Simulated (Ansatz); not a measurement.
Born–Oppenheimer molecular dynamics of a periodic cell of 28 atoms, H5C2 (host H5C2, host structure P2_1/c). It starts from an unrelaxed structure (largest force component 5.59 eV/Å).

The calculation used Ansatz, DFT PBE-D3(BJ), scalar-relativistic, plane waves, PAW. Settings: accuracy low, cutoff 250 eV, k mesh 2x2x2, fermi-dirac smearing 0.05 eV, no spin polarisation.

```yaml
ensemble: NVT, Langevin thermostat
time_step: 0.5 fs
steps_asked: 200
set_temperature: 1200 K
friction: 0.02 /fs
seed: 398866
```

Frames 10 fs apart, positions in Å.

Velocities at 15.0 fs (Å/ps):

```
H -14.66 32.14 81.64
H -3.04 4.17 -42.52
H 4.63 -2.59 -94.48
H -4.74 35.26 68.41
H 61.08 -43.29 -56.54
H -54.12 -50.39 12.67
H -26.09 22.56 9.99
H 76.00 9.89 -27.38
H 69.08 -2.88 46.78
H -81.23 -23.65 -24.81
H -0.23 8.29 -61.88
H 13.37 -2.64 66.46
H 18.71 90.77 26.88
H 56.82 38.18 -25.04
H 55.02 -37.53 -51.48
H -35.70 -22.43 19.70
H 23.64 36.33 -58.46
H -9.98 8.36 39.50
H -34.15 -36.97 76.05
H 47.99 -14.59 -79.52
C 3.23 4.64 -1.72
C 4.61 -2.57 -6.27
C 1.99 -4.64 2.43
C -5.10 -12.12 7.02
C 10.54 -8.34 -0.74
C 0.64 -7.71 5.40
C 2.25 21.50 1.53
C -11.30 2.90 0.20
```

```xyz
28
Lattice="5.4080 0.0000 0.0000 0.0000 4.8870 0.0000 -1.8399 0.0000 7.0385" Properties=species:S:1:pos:R:3 time_fs=15.0 energy_less_start_eV=-4.337 T=1919
H 0.274 4.552 1.321
H 4.114 1.836 2.229
H 3.285 0.535 5.551
H -0.545 2.996 4.921
H 1.180 4.154 -0.219
H 3.072 1.649 3.525
H 2.128 0.906 7.096
H 0.395 3.327 3.533
H 2.302 1.238 1.481
H 2.172 3.496 2.508
H 1.539 3.595 5.491
H 1.041 1.155 5.069
H 1.147 2.158 1.118
H 3.764 4.326 2.352
H 3.016 2.971 5.744
H -0.631 0.512 4.564
H 0.097 1.691 6.720
H 3.082 3.942 3.950
H 3.642 3.199 0.208
H 0.689 0.820 3.361
C 0.637 4.825 0.382
C 3.909 2.255 3.017
C 2.982 0.212 6.609
C -0.327 2.554 3.963
C 1.570 1.304 0.686
C 3.141 3.609 2.897
C 2.273 3.634 6.311
C 0.275 1.142 4.306
28
Lattice="5.4080 0.0000 0.0000 0.0000 4.8870 0.0000 -1.8399 0.0000 7.0385" Properties=species:S:1:pos:R:3 time_fs=25.0 energy_less_start_eV=-1.717 T=1016
H 0.360 4.672 1.317
H 4.265 1.785 2.038
H 3.199 0.406 5.601
H -0.713 2.976 4.847
H 1.288 4.122 0.187
H 3.305 1.545 3.461
H 2.400 0.983 6.895
H 0.549 2.859 3.694
H 2.488 0.890 1.134
H 2.285 3.578 2.474
H 1.524 3.919 5.662
H 0.840 1.227 5.139
H 1.170 2.002 1.023
H 3.567 4.242 2.347
H 3.023 3.088 6.130
H -0.487 0.382 4.670
H 0.290 1.556 6.858
H 2.960 4.022 3.897
H 3.798 3.279 -0.005
H 0.693 0.642 3.587
C 0.718 4.891 0.424
C 3.868 2.239 3.000
C 2.974 0.142 6.539
C -0.314 2.463 4.036
C 1.669 1.275 0.690
C 3.132 3.562 2.908
C 2.299 3.781 6.333
C 0.232 1.147 4.298
28
Lattice="5.4080 0.0000 0.0000 0.0000 4.8870 0.0000 -1.8399 0.0000 7.0385" Properties=species:S:1:pos:R:3 time_fs=35.0 energy_less_start_eV=-4.239 T=1669
H 0.161 4.753 1.475
H 4.497 1.696 1.934
H 3.467 0.451 5.609
H -0.807 2.940 4.702
H 1.194 4.065 0.313
H 3.344 1.444 3.220
H 2.604 0.962 6.905
H 0.371 3.186 3.576
H 2.446 0.754 1.183
H 2.055 3.421 2.377
H 1.442 3.860 5.784
H 1.112 1.358 5.081
H 1.198 1.989 1.233
H 3.684 4.302 2.335
H 2.893 3.030 5.992
H -0.476 0.350 4.766
H 0.292 1.564 6.858
H 2.905 3.827 3.848
H 3.654 3.585 0.480
H 0.711 0.551 3.591
C 0.711 4.964 0.479
C 3.956 2.190 2.997
C 3.147 0.181 6.508
C -0.372 2.419 3.977
C 1.720 1.171 0.639
C 3.101 3.577 2.782
C 2.236 3.779 6.427
C 0.237 1.055 4.412
28
Lattice="5.4080 0.0000 0.0000 0.0000 4.8870 0.0000 -1.8399 0.0000 7.0385" Properties=species:S:1:pos:R:3 time_fs=45.0 energy_less_start_eV=-2.955 T=1266
H 0.084 5.060 1.631
H 4.631 1.885 1.806
H 3.477 0.594 5.517
H -0.898 2.847 4.858
H 1.216 3.972 0.290
H 3.314 1.416 3.185
H 2.478 1.000 6.732
H 0.268 3.325 3.483
H 2.596 0.722 1.147
H 1.961 3.274 2.242
H 1.380 4.083 5.803
H 1.445 1.215 4.968
H 1.500 2.096 1.383
H 3.730 4.340 2.358
H 2.557 2.792 5.997
H -0.298 0.567 5.146
H 0.006 1.675 6.741
H 2.872 3.815 3.767
H 3.562 3.741 0.592
H 0.505 0.496 3.389
C 0.592 4.893 0.574
C 3.934 2.222 2.889
C 3.192 0.271 6.507
C -0.370 2.365 3.953
C 1.726 1.110 0.628
C 3.143 3.495 2.764
C 2.238 3.832 6.498
C 0.336 1.001 4.426
28
Lattice="5.4080 0.0000 0.0000 0.0000 4.8870 0.0000 -1.8399 0.0000 7.0385" Properties=species:S:1:pos:R:3 time_fs=55.0 energy_less_start_eV=-2.549 T=1057
H -0.006 4.835 1.669
H 4.437 1.952 1.743
H 3.649 0.374 5.614
H -0.821 2.566 5.089
H 0.945 3.767 0.829
H 3.336 1.302 3.009
H 2.384 1.088 6.748
H 0.600 3.028 3.715
H 2.790 0.743 0.852
H 2.265 3.315 1.999
H 1.337 4.284 5.874
H 1.633 1.080 4.587
H 1.192 1.991 1.454
H 3.651 4.283 2.103
H 2.747 2.895 6.388
H 0.079 0.570 5.243
H -0.060 1.547 6.659
H 2.951 3.901 3.725
H 3.490 3.680 0.622
H 0.344 0.025 3.820
C 0.639 4.958 0.685
C 4.005 2.155 2.804
C 3.068 0.210 6.604
C -0.371 2.305 4.002
C 1.640 1.111 0.723
C 3.217 3.474 2.775
C 2.228 3.960 6.526
C 0.474 1.073 4.390
28
Lattice="5.4080 0.0000 0.0000 0.0000 4.8870 0.0000 -1.8399 0.0000 7.0385" Properties=species:S:1:pos:R:3 time_fs=65.0 energy_less_start_eV=-2.418 T=1003
H 0.078 4.995 1.843
H 4.570 2.067 1.916
H 3.680 0.262 5.655
H -1.032 2.741 4.867
H 1.152 3.902 0.318
H 3.455 1.092 2.828
H 2.468 1.374 6.808
H 0.225 3.193 3.704
H 2.681 0.878 1.250
H 2.404 3.154 2.137
H 1.387 3.950 5.690
H 1.550 1.345 4.085
H 1.393 2.120 1.538
H 4.040 4.076 2.208
H 2.891 3.355 6.116
H 0.479 0.836 5.459
H -0.071 1.703 6.728
H 2.868 3.946 3.581
H 3.554 3.619 0.689
H 0.102 0.149 3.673
C 0.528 4.904 0.819
C 4.135 2.092 2.838
C 3.089 0.296 6.729
C -0.268 2.216 4.024
C 1.600 1.218 0.801
C 3.259 3.495 2.662
C 2.120 3.955 6.645
C 0.510 0.960 4.343
28
Lattice="5.4080 0.0000 0.0000 0.0000 4.8870 0.0000 -1.8399 0.0000 7.0385" Properties=species:S:1:pos:R:3 time_fs=75.0 energy_less_start_eV=-3.280 T=1292
H 0.320 4.524 1.802
H 4.725 1.958 2.021
H 3.699 0.533 5.822
H -0.966 2.449 4.933
H 1.105 4.108 0.274
H 3.449 1.223 3.093
H 2.803 1.473 7.009
H 0.442 2.873 3.797
H 2.594 0.963 1.311
H 2.587 3.425 2.092
H 1.171 3.985 6.106
H 1.436 0.927 3.863
H 0.993 2.133 1.411
H 3.900 4.200 2.264
H 2.793 3.123 6.447
H 0.712 0.649 5.435
H -0.241 1.879 6.843
H 3.065 3.867 3.615
H 3.577 3.173 0.471
H 0.036 0.001 3.862
C 0.605 5.007 0.825
C 4.182 2.085 2.859
C 3.068 0.388 6.794
C -0.325 2.177 4.002
C 1.518 1.333 0.876
C 3.389 3.363 2.648
C 2.154 3.928 6.739
C 0.502 0.941 4.352
28
Lattice="5.4080 0.0000 0.0000 0.0000 4.8870 0.0000 -1.8399 0.0000 7.0385" Properties=species:S:1:pos:R:3 time_fs=85.0 energy_less_start_eV=-3.447 T=1271
H 0.552 4.685 1.660
H 4.685 1.646 2.069
H 3.358 0.652 5.875
H -0.726 2.449 4.919
H 1.454 4.425 0.511
H 3.452 1.206 3.074
H 2.153 0.928 7.264
H 0.368 2.869 3.995
H 2.473 1.345 1.386
H 2.559 3.470 2.158
H 1.315 4.169 6.166
H 1.390 0.886 3.832
H 0.926 2.178 1.469
H 4.181 4.118 2.430
H 2.828 3.332 6.101
H 0.600 0.780 5.447
H -0.219 1.721 6.872
H 3.093 3.489 3.854
H 3.870 3.882 0.745
H -0.176 -0.119 4.219
C 0.740 5.072 0.710
C 4.142 2.061 2.815
C 3.013 0.370 6.925
C -0.299 2.138 4.039
C 1.445 1.511 0.909
C 3.431 3.378 2.718
C 2.245 3.955 6.774
C 0.415 0.789 4.289
```

Of the whole run (100 fs, mean temperature of the second half 1214 K): A run of 0.1 ps of so small a system gives no equilibrium averages. The plane-wave cutoff is below what these datasets need, so energies and pressures aren't converged. Limits of this set-up: coarse k mesh, low accuracy level.

Run time: 5.3 min on 1 thread of Arm Neoverse V1 (shared host), peak memory 0.35 GiB.
